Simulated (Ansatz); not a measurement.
This script for Ansatz 0.2.0, Python API starts 4 runs on C₃H₇OSi, SMILES C=C[CH]O[SiH3]. What input does the engine get in each?

Script `methods_c3h7osi.py`:
```python
'''C3H7OSi at several levels of theory.'''

from pathlib import Path

import ansatz as az
import numpy as np

geometry_ang = [
    ('C', (-2.1692, 0.6803, 0.5958)),
    ('C', (-1.4198, -0.3455, 0.1841)),
    ('C', (-0.1965, -0.1348, -0.6543)),
    ('O', (0.764, 0.5805, 0.065)),
    ('Si', (2.2191, -0.3184, -0.112)),
    ('H', (-1.9073, 1.7019, 0.337)),
    ('H', (-3.0541, 0.4994, 1.1972)),
    ('H', (-1.7048, -1.3585, 0.4486)),
    ('H', (-0.4577, 0.4119, -1.5862)),
    ('H', (3.2995, 0.3597, 0.6192)),
    ('H', (2.0422, -1.6708, 0.4403)),
    ('H', (2.5844, -0.4058, -1.5347)),
]
geometry = az.Crystal.molecule()
for symbol, xyz in geometry_ang:
    geometry = geometry.atom(symbol, xyz)

model = (
    geometry.calculation()
    .basis(gaussian='def2-SVP')
    .spin('collinear', total=1)
)

print('functional    E (Ha)        dipole (D)   HOMO (eV)  LUMO (eV)')
for name in ['r2scan', 'cam_b3lyp', 'blyp', 'revpbe']:
    summary = model.functional(name).forces().orbitals().run(threads=1, backend='cpu', runs_dir='runs').report
    lines = Path(summary['orbitals_path']).read_text().splitlines()
    field_of = lambda key: [line.split('=')[1].strip() for line in lines if line.startswith(key)]
    orbitals = [(27.211386 * float(e), s, float(n)) for e, s, n in zip(field_of('Ene='), field_of('Spin='), field_of('Occup='))]
    homo = max(e for e, _, n in orbitals if n > 0.5)
    lumo = min(e for e, _, n in orbitals if n < 0.5)
    dipole = 4.803205 * np.linalg.norm(summary['charge_distribution']['dipole_moment_e_ang'])
    print(f'{name:10s} {summary["free_energy_ev"] / 27.211386246:14.6f} {dipole:9.3f} {homo:11.3f} {lumo:10.3f}')
```

Run 1:
```yaml
crystal:
  periodic: [false, false, false]
  atoms:
    - { symbol: C, position_ang: [-2.1692, 0.6803, 0.5958] }
    - { symbol: C, position_ang: [-1.4198, -0.3455, 0.1841] }
    - { symbol: C, position_ang: [-0.1965, -0.1348, -0.6543] }
    - { symbol: O, position_ang: [0.764, 0.5805, 0.065] }
    - { symbol: Si, position_ang: [2.2191, -0.3184, -0.112] }
    - { symbol: H, position_ang: [-1.9073, 1.7019, 0.337] }
    - { symbol: H, position_ang: [-3.0541, 0.4994, 1.1972] }
    - { symbol: H, position_ang: [-1.7048, -1.3585, 0.4486] }
    - { symbol: H, position_ang: [-0.4577, 0.4119, -1.5862] }
    - { symbol: H, position_ang: [3.2995, 0.3597, 0.6192] }
    - { symbol: H, position_ang: [2.0422, -1.6708, 0.4403] }
    - { symbol: H, position_ang: [2.5844, -0.4058, -1.5347] }
basis:
  gaussian:
    orbitals: def2-SVP
hamiltonian:
  xc: r2scan
magnetization:
  spin_polarized: true
  initial_magnetization: 1.0
output:
  orbitals: {}
  forces: true
```

Run 2, against run 1:
```diff
-  xc: r2scan
+  xc: cam_b3lyp
```

Run 3, against run 1:
```diff
-  xc: r2scan
+  xc: blyp
```

Run 4, against run 1:
```diff
-  xc: r2scan
+  xc: revpbe
```

```console
$ python methods_c3h7osi.py
functional    E (Ha)        dipole (D)   HOMO (eV)  LUMO (eV)
r2scan        -482.784902     0.547      -5.538     -2.394
cam_b3lyp     -482.832087     0.562      -7.928     -0.669
blyp          -482.838750     0.451      -4.813     -2.958
revpbe        -482.803540     0.452      -4.993     -2.860
```

Notes:
- Total energies depend on the basis set; only differences at equal settings carry meaning.
- The geometry is a force-field or estimated start, not a minimum of this method, and the basis set is short of its limit. A lower total doesn't mark the better method: functionals have no common bound, and MP2 and coupled cluster aren't variational.
- The run takes the species as open-shell (spin multiplicity 2), which needn't be its ground state.
- Levels such as HOMO and LUMO are orbital energies: with these approximate functionals they aren't the ionisation energy and electron affinity, and their gap isn't the fundamental gap.
- The whole script took 30 s on 1 thread of Arm Neoverse V2, with other jobs on the host, peak memory 0.42 GiB.
